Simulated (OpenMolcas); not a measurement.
**APF/ANO-S-VTZP (RICD fitting) run of B2Cl4 (SMILES ClB(Cl)B(Cl)Cl)**

Aim: the energy change on altering one bond length of B2Cl4 at APF/ANO-S-VTZP (RICD fitting), from 2 runs. 

The calculation is run with OpenMolcas 26.06.

## Step 1: Starting point

B2Cl4: 6 atoms, total charge 0, spin state singlet. As SMILES, `ClB(Cl)B(Cl)Cl`. The shape is that of a GFN2-xTB optimisation.

Bond lengths: Cl1–B2 1.719 Å, B2–Cl3 1.720 Å, B2–B4 1.709 Å, B4–Cl5 1.720 Å, B4–Cl6 1.719 Å. Angles: Cl1–B2–Cl3 116.7°, Cl1–B2–B4 121.7°, Cl3–B2–B4 121.6°, B2–B4–Cl5 121.6°, B2–B4–Cl6 121.7°, Cl5–B4–Cl6 116.7°.

## Step 2: Energy and forces at APF/ANO-S-VTZP (RICD fitting)

mol.xyz reads:

```xyz
6

Cl    -1.776690    -1.364450     0.460390
B     -0.197210    -0.685080     0.470950
Cl     0.973250    -1.465630     1.460180
B      0.194260     0.690230    -0.464470
Cl     1.778970     1.358440    -0.466490
Cl    -0.972580     1.466490    -1.460560
```

job.input reads:

```
>>> EXPORT MOLCAS_PRINT=2
&GATEWAY
Coord=mol.xyz
Basis=ANO-S-VTZP
Group=NoSym
RICD
&SEWARD
GridInput
Grid=SG1Grid
End of Grid
&SCF
KSDFT=HYB_GGA_XC_APF
PrOrbitals=1 1
&ALASKA
```

On the command line:

```bash
export MOLCAS_MEM=1860
pymolcas job.input > job.log
```

Output:

```text
--- Start Module: gateway ---
[...]
--- Stop Module: gateway /rc=_RC_ALL_IS_WELL_ ---
[...]
      Basis functions          154
[...]
--- Start Module: scf ---
[...]
       Convergence after  11 Iterations
[...]
::    Total KS-DFT energy                           -1890.2480938812
[...]
      Total spin, S                                     0.0000000000
[...]
      Total electronic charge=   78.000000
      Total            charge=   -0.000000
[...]
      Dipole Moment (debye):
      Origin of the operator (angstrom)=    0.0004   -0.0008   -0.0010
                   X= -6.3578E-03               Y=  5.5660E-03               Z=  5.8935E-03           Total=  1.0302E-02
      Quadrupole Moment (debye*angstrom):
[...]
--- Stop Module: scf /rc=_RC_ALL_IS_WELL_ ---
[...]
--- Start Module: alaska ---
[...]
 *              Molecular gradients               *
 **************************************************
  Irreducible representation: a
 ------------------------------------------------------------------------------------------
                              X                       Y                       Z
 ------------------------------------------------------------------------------------------
  CL1               1.38180986771275E-02    2.89907018535551E-03    2.26186096594549E-03
  B2               -7.62613431543824E-04   -1.88649836916577E-03    1.43991307218250E-03
  CL3              -1.16953355816278E-02    3.79158773232646E-03   -6.99212385683268E-03
  B4                3.68051772777100E-04    2.13529074078878E-03   -1.22715541222251E-03
  CL5              -1.36382383751439E-02   -2.93390300505258E-03   -2.37655329119901E-03
  CL6               1.19100369384135E-02   -4.00554728414093E-03    6.89405852192948E-03
 ------------------------------------------------------------------------------------------
--- Stop Module: alaska /rc=_RC_ALL_IS_WELL_ ---
[...]
```

Run time: 25 s. Hardware: 1 thread of Intel Xeon Platinum 8488C (Sapphire Rapids), shared host; peak memory 0.39 GiB.

## Step 3: The distorted shape, same level

mol.xyz reads:

```xyz
6

Cl    -1.874556    -1.708274     0.694242
B     -0.295076    -1.028904     0.704802
Cl     0.875384    -1.809454     1.694032
B      0.194260     0.690230    -0.464470
Cl     1.778970     1.358440    -0.466490
Cl    -0.972580     1.466490    -1.460560
```

job.input reads:

```
&GATEWAY
Coord = mol.xyz
Basis = ANO-S-VTZP
Group = NoSym
RICD
&SEWARD
GridInput
Grid=SG1Grid
End of Grid
&SCF
KSDFT = HYB_GGA_XC_APF
PrOrbitals = 1 1
&ALASKA
```

On the command line:

```bash
export MOLCAS_MEM=1860
pymolcas job.input > job.log
```

Output:

```text
--- Start Module: gateway ---
[...]
--- Stop Module: gateway /rc=_RC_ALL_IS_WELL_ ---
[...]
      Basis functions          154
[...]
--- Start Module: scf ---
[...]
       Convergence after  12 Iterations
[...]
::    Total KS-DFT energy                           -1890.2162545797
[...]
      Total spin, S                                     0.0000000000
[...]
      Total electronic charge=   78.000000
      Total            charge=   -0.000000
[...]
      Dipole Moment (debye):
      Origin of the operator (angstrom)=   -0.0485   -0.1727    0.1160
                   X= -5.6669E-03               Y=  3.7248E-03               Z=  3.6159E-03           Total=  7.6853E-03
      Quadrupole Moment (debye*angstrom):
[...]
--- Stop Module: scf /rc=_RC_ALL_IS_WELL_ ---
[...]
--- Start Module: alaska ---
[...]
 *              Molecular gradients               *
 **************************************************
  Irreducible representation: a
 ------------------------------------------------------------------------------------------
                              X                       Y                       Z
 ------------------------------------------------------------------------------------------
  CL1               1.10602916968396E-02   -1.44364711526634E-03    4.68698452520000E-03
  B2               -1.37656201135187E-02   -4.75360261764268E-02    3.25184286760285E-02
  CL3              -1.14324169689866E-02   -6.73597427304884E-04   -3.44860507140865E-03
  B4                1.33582589239343E-02    4.78112833997550E-02   -3.22761312035615E-02
  CL5              -1.08680965154981E-02    1.40065668581890E-03   -4.83613920609982E-03
  CL6               1.16475829773535E-02    4.41330633519144E-04    3.35546227988104E-03
 ------------------------------------------------------------------------------------------
--- Stop Module: alaska /rc=_RC_ALL_IS_WELL_ ---
[...]
```

It took 25 s on 1 thread of Intel Xeon Platinum 8488C (Sapphire Rapids), shared host; peak memory 0.39 GiB.

## Step 4: Summary of results

Level: APF/ANO-S-VTZP (RICD fitting).

```
                                                         quantity           value
                                        first shape: total energy  -1890.24809 Eh
                                       first shape: dipole moment          0.01 D
                                         first shape: HOMO energy        -8.67 eV
                                         first shape: LUMO energy        -3.41 eV
                                       first shape: HOMO–LUMO gap         5.26 eV
                            first shape: largest force on an atom      0.737 eV/Å
                                    distorted shape: total energy  -1890.21625 Eh
                                   distorted shape: dipole moment          0.01 D
                                     distorted shape: HOMO energy        -7.91 eV
                                     distorted shape: LUMO energy        -2.79 eV
                                   distorted shape: HOMO–LUMO gap         5.12 eV
                        distorted shape: largest force on an atom      3.045 eV/Å
energy change with the B2–B4 bond stretched from 1.709 to 2.136 Å        0.866 eV
```

In words: With the B2–B4 bond stretched from 1.709 to 2.136 Å the energy rises by 0.87 eV (83.6 kJ/mol). The first shape isn't relaxed at this level, so the change isn't measured from a minimum. The largest force (first shape) is 0.74 eV/Å: the shape isn't a stationary point for this species at this level.
